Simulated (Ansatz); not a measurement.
**InH2(SMe) (CH5InS): the relaxed shape and its frontier levels**

What does InH2(SMe) (CH5InS) look like as a singlet, and where do its frontier electrons sit?

Program: Ansatz 0.2.0, Gaussian basis. Level of theory: RKS PBE0-D4/def2-TZVP. These are calculated values, not measurements.

Plan: relaxation at B3LYP-D4/def2-TZVP; a search for the lowest solution at PBE0-D4/def2-SVP; a single point at PBE0-D4/def2-TZVP.

2 further runs of the same task are left out: 2 set aside as unsound or not needed. Runs told in other sessions of the task aren't counted.

### 1 Starting geometry

8 atoms, charge 0, spin multiplicity 1.

Atoms are counted from 1 here; the program's logs count them from 0.

Bond lengths: In1–H2 1.739 Å, In1–H3 1.735 Å, In1–S4 2.418 Å, S4–C5 1.832 Å, C5–H6 1.095 Å, C5–H7 1.086 Å, C5–H8 1.086 Å. Angles: H2–In1–H3 120.2°, H2–In1–S4 113.5°, H3–In1–S4 126.3°, In1–S4–C5 97.6°, S4–C5–H6 110.6°, S4–C5–H7 107.7°, S4–C5–H8 108.4°, H6–C5–H7 110.0°, H6–C5–H8 110.1°, H7–C5–H8 109.9°.

In takes a core potential in the def2 sets. No spin-orbit coupling is included.

The start is a GFN2-xTB geometry.

### 2 Optimising with B3LYP-D4/def2-TZVP

in.yaml reads:

```yaml
crystal:
  periodic: [false, false, false]
  atoms:
    - {symbol: In, position_ang: [0.608760, 1.429850, -0.884600]}
    - {symbol: H, position_ang: [1.815990, 0.223250, -1.217860]}
    - {symbol: H, position_ang: [0.789490, 3.039420, -1.505400]}
    - {symbol: S, position_ang: [-1.223380, 0.614330, 0.465460]}
    - {symbol: C, position_ang: [-0.584210, -1.080040, 0.742780]}
    - {symbol: H, position_ang: [0.299140, -1.264780, 0.123000]}
    - {symbol: H, position_ang: [-1.374030, -1.777990, 0.482300]}
    - {symbol: H, position_ang: [-0.331770, -1.184040, 1.794330]}
basis:
  gaussian: {orbitals: def2-TZVP}
hamiltonian: {xc: {name: B3LYP}, dispersion: d4}
scf: {lower_state_search: "off"}
output: {orbitals: {seedname: orbitals}}
relax: {f_tol: 0.02, max_steps: 100}
```

Started as:

```sh
> ansatz run in.yaml --threads 4 --pin off --events-out ev --progress --plain --max-ram 3916MiB
```

Output, shortened:

```text
Functional definition: B3LYP
  name "B3LYP"
  cite "Stephens, Devlin, Chabalowski & Frisch, J. Phys. Chem. 98, 11623 (1994) doi:10.1021/j100096a001"
  cite "Becke, Phys. Rev. A 38, 3098 (1988) doi:10.1103/PhysRevA.38.3098"
  cite "Lee, Yang & Parr, Phys. Rev. B 37, 785 (1988) doi:10.1103/PhysRevB.37.785"
  cite "Vosko, Wilk & Nusair, Can. J. Phys. 58, 1200 (1980) doi:10.1139/p80-159"
[...]
1136 factors; their error is unknown
[...]
mean field -17131.21119777 eV, -629.5603995660 hartree, gradient 9.2e-6 eV, S^2 0.000000; 0 other end points of the search recorded, 0 dependent functions left out
[...]
reference -17131.21148569 eV, -629.5604101469 hartree; 24, 24 occupied and 124, 124 virtual orbitals, 1136 factors
relax step   1: F+E_penalty+E_count = -17131.47010352 eV  Δ(F+E_penalty+E_count) = +0.000e0 eV  max|allowed force component| = 3.270e-1 eV/Å  Δτ_max = 0.0000 Å  (16 SCF iters, accepted)
[...]
relax step   5: F+E_penalty+E_count = -17131.53391064 eV  Δ(F+E_penalty+E_count) = -1.592e-3 eV  max|allowed force component| = 1.274e-1 eV/Å  Δτ_max = 0.0526 Å  (20 SCF iters, accepted)
[...]
relax step   6: F+E_penalty+E_count = -17131.53438849 eV  Δ(F+E_penalty+E_count) = -4.778e-4 eV  max|allowed force component| = 9.075e-3 eV/Å  Δτ_max = 0.0098 Å  (22 SCF iters, accepted)
Total energy: -17131.53467758 eV, -629.5722872296 hartree
Atom 0 at     0.722632     1.447729    -0.953213 Å, force     0.003318     0.004173    -0.004093 eV/Å
Atom 1 at     1.929582     0.262210    -1.280581 Å, force     0.001954     0.002372    -0.001539 eV/Å
Atom 2 at     0.611396     3.086100    -1.451505 Å, force     0.001012    -0.001514    -0.000639 eV/Å
Atom 3 at    -1.079240     0.643579     0.408345 Å, force    -0.005146     0.005980     0.003073 eV/Å
Atom 4 at    -0.608063    -1.096248     0.761349 Å, force    -0.000672    -0.009075     0.004421 eV/Å
Atom 5 at     0.263686    -1.405297     0.188534 Å, force     0.003325    -0.001368    -0.002674 eV/Å
Atom 6 at    -1.447768    -1.739084     0.503983 Å, force    -0.003117    -0.001731    -0.001587 eV/Å
Atom 7 at    -0.392235    -1.198990     1.823097 Å, force    -0.000675     0.001163     0.003039 eV/Å
Dipole moment:     0.247691    -0.172318    -0.081580 e Å
Checks for a lower state left out: stability, starts, cluster_reference, orbital_swaps, neighbouring_geometries, increment
```

It took 16 s on 4 threads of Arm Neoverse N1, shared host.

The steps of the relaxation:

| step | energy from step 1 (eV) | largest force component (eV/Å) |
| --- | --- | --- |
| 1 | 0.0000 | 0.3270 |
| 2 | -0.0164 | 0.3499 |
| 3 | -0.0584 | 0.2068 |
| 4 | -0.0622 | 0.0779 |
| 5 | -0.0638 | 0.1274 |
| 6 | -0.0643 | 0.0091 |

Distances of close pairs at the start and the end, largest changes first:

| bond | before (Å) | after (Å) | change (Å) |
| --- | --- | --- | --- |
| In1–S4 | 2.418 | 2.397 | -0.020 |
| In1–H3 | 1.735 | 1.716 | -0.019 |
| In1–H2 | 1.739 | 1.723 | -0.016 |
| C5–H6 | 1.095 | 1.088 | -0.007 |
| S4–C5 | 1.832 | 1.837 | +0.005 |
| C5–H7 | 1.086 | 1.088 | +0.003 |
| C5–H8 | 1.086 | 1.088 | +0.002 |

Bonds by kind at the end (by distance):

| bond | count | shortest (Å) | longest (Å) |
| --- | --- | --- | --- |
| C–S | 1 | 1.837 | 1.837 |
| In–S | 1 | 2.397 | 2.397 |
| C–H | 3 | 1.088 | 1.088 |
| H–In | 2 | 1.716 | 1.723 |

### 3 Searching for the lowest solution, PBE0-D4/def2-SVP

start.molden holds the orbitals of an earlier run on this state, given as this run's starting guess.

in.yaml reads:

```yaml
crystal:
  periodic: [false, false, false]
  atoms:
    - {symbol: In, position_ang: [0.722632, 1.447729, -0.953213]}
    - {symbol: H, position_ang: [1.929582, 0.262210, -1.280581]}
    - {symbol: H, position_ang: [0.611396, 3.086100, -1.451505]}
    - {symbol: S, position_ang: [-1.079240, 0.643579, 0.408345]}
    - {symbol: C, position_ang: [-0.608063, -1.096248, 0.761349]}
    - {symbol: H, position_ang: [0.263686, -1.405297, 0.188534]}
    - {symbol: H, position_ang: [-1.447768, -1.739084, 0.503983]}
    - {symbol: H, position_ang: [-0.392235, -1.198990, 1.823097]}
basis:
  gaussian: {orbitals: def2-SVP, initial_orbitals: start.molden}
hamiltonian: {xc: pbe0, dispersion: d4}
output: {orbitals: {seedname: orbitals}}
```

Launched as before.

Output:

```text
Functional definition: PBE0
  name "PBE0"
  cite "Adamo & Barone, J. Chem. Phys. 110, 6158 (1999) doi:10.1063/1.478522"
  cite "Perdew, Burke & Ernzerhof, Phys. Rev. Lett. 77, 3865 (1996) doi:10.1103/PhysRevLett.77.3865"
  parent pbe
  parameter a = 0.25
  parameter kappa = 0.804
  parameter beta = 0.06672455060314922
  exchange = (1 - a)*pbe_x(kappa = kappa, mu = beta*pi^2/3) + a*exact_x
  correlation = pbe_c(beta = beta)
903 factors; integrals over basis functions are off by at most 1.2e-3 eV
mean field evaluation 1: about -17118.0068 eV, gradient 3.0e1 eV
mean field evaluation 2: about -17118.2604 eV, gradient 3.3e-1 eV
mean field evaluation 4: about -17118.3518 eV, gradient 1.8e-3 eV
mean field evaluation 8: about -17115.1708 eV, gradient 3.4e1 eV
mean field evaluation 16: about -17118.3518 eV, gradient 1.1e-2 eV
mean field -17118.35183578 eV, -629.0878267293 hartree, gradient 2.6e-5 eV, S^2 0.000000; 1 other end points of the search recorded, 0 dependent functions left out
reference -17118.35187014 eV, -629.0878279921 hartree; 24, 24 occupied and 59, 59 virtual orbitals, 903 factors
Total energy: -17118.48478656 eV, -629.0927125802 hartree
```

Run time: 1.8 s. Hardware: 4 threads of Arm Neoverse N1, shared host.

Report: HOMO -6.73 eV, LUMO -1.50 eV.

### 4 Single point, PBE0-D4/def2-TZVP

in.yaml, as its differences from that of step 3:

```diff
@@ -12,4 +12,5 @@
 basis:
-  gaussian: {orbitals: def2-SVP, initial_orbitals: start.molden}
+  gaussian: {orbitals: def2-TZVP, initial_orbitals: start.molden}
 hamiltonian: {xc: pbe0, dispersion: d4}
+scf: {omitted_lower_state_checks: [starts]}
 output: {orbitals: {seedname: orbitals}}
```

The command is unchanged.

Output:

```text
Functional definition: PBE0
  name "PBE0"
  cite "Adamo & Barone, J. Chem. Phys. 110, 6158 (1999) doi:10.1063/1.478522"
  cite "Perdew, Burke & Ernzerhof, Phys. Rev. Lett. 77, 3865 (1996) doi:10.1103/PhysRevLett.77.3865"
  parent pbe
  parameter a = 0.25
  parameter kappa = 0.804
  parameter beta = 0.06672455060314922
  exchange = (1 - a)*pbe_x(kappa = kappa, mu = beta*pi^2/3) + a*exact_x
  correlation = pbe_c(beta = beta)
these checks for a lower state are left out or cut short: starts
1152 factors; their error is unknown
mean field evaluation 1: about -17122.1131 eV, gradient 9.6e1 eV
mean field evaluation 2: about -17123.5027 eV, gradient 2.0e0 eV
mean field evaluation 4: about -17123.5769 eV, gradient 3.1e-1 eV
mean field evaluation 8: about -17123.5770 eV, gradient 1.1e-5 eV
mean field -17123.57703524 eV, -629.2798492675 hartree, gradient 1.1e-5 eV, S^2 0.000000; 0 other end points of the search recorded, 0 dependent functions left out
reference -17123.57707536 eV, -629.2798507421 hartree; 24, 24 occupied and 124, 124 virtual orbitals, 1152 factors
Total energy: -17123.70999177 eV, -629.2847353302 hartree
Checks for a lower state left out: starts
```

Run time: 2.4 s. Hardware: 4 threads of Arm Neoverse N1, shared host.

Report: HOMO -6.80 eV, LUMO -1.59 eV.

Mulliken charges, from this run's orbitals:

| atom | value (e) |
| --- | --- |
| In1 | 0.42 |
| H2 | -0.09 |
| H3 | -0.08 |
| S4 | -0.34 |
| C5 | -0.34 |
| H6 | 0.14 |
| H7 | 0.15 |
| H8 | 0.14 |

Largest Mayer bond orders: In1–S4 1.10; S4–C5 1.00; C5–H8 0.96; C5–H7 0.96; C5–H6 0.95; In1–H3 0.92; In1–H2 0.91.

The fields below are evaluated on a grid from the run's orbitals.

Frontier orbitals at PBE0-D4/def2-TZVP, with the share of their density that lies nearest to each atom:

| orbital | energy (eV) | lies on |
| --- | --- | --- |
| HOMO | -6.80 | S4 81 %; In1 7 % |
| LUMO | -1.59 | In1 51 %; H2, H3 about 17 % each; S4 11 % |

ELF in a plane through or near 6 of the atoms.

Ten even steps from '0' (0.00) to '9' (1.00):
```
0000000000000000000000000000
0000000000000000000000000000
0000000000000122100000000000
0000000000002466410000000000
0000134200014788620000000000
0004999830026668720000000000
0018999962147254510000000000
0039999952148264632210000000
0039999825426648746420000000
0029999355633557236620000000
0005885254642226424410000000
0000233235422039984200000000
0000002334566049994000000000
0000001589999129994000000000
0000002799999305882000000000
0000001799999300000000000000
0000000279997100000000000000
0000000012430000000000000000
0000000000000000000000000000
0000000000000000000000000000
```
The map spans 11.9 Å across and 8.6 Å up, centred on the molecule. Atoms in the plane (x, y in Å): In1 (-1.9, 0.0), H2 (-1.6, -1.7), H3 (-3.4, 0.9), S4 (0.1, 1.3), C5 (1.5, 0.1), H6 (1.1, -0.9).

On the surface of density 0.002 e/bohr³ the electrostatic potential runs, from the 1st to the 99th percentile, from -0.97 V near S4 to 2.48 V near In1.

### 5 Summary of results

| quantity | value |
| --- | --- |
| point group | C1 |
| C–S bond | 1.837 Å |
| HOMO, LUMO at PBE0-D4/def2-TZVP | -6.80, -1.59 eV |
| dipole at B3LYP-D4/def2-TZVP | 1.50 D |

**Reading.** The molecule keeps its bonding pattern by the stored test; the atoms moved 0.13 Å (rms). No usable vibrations, so a minimum isn't proven. The HOMO lies nearest to S4 81 %; In1 7 % and the LUMO to In1 51 %; H2, H3 about 17 % each. The point group is read from a loosely relaxed geometry; soft torsions can leave it below the true symmetry.
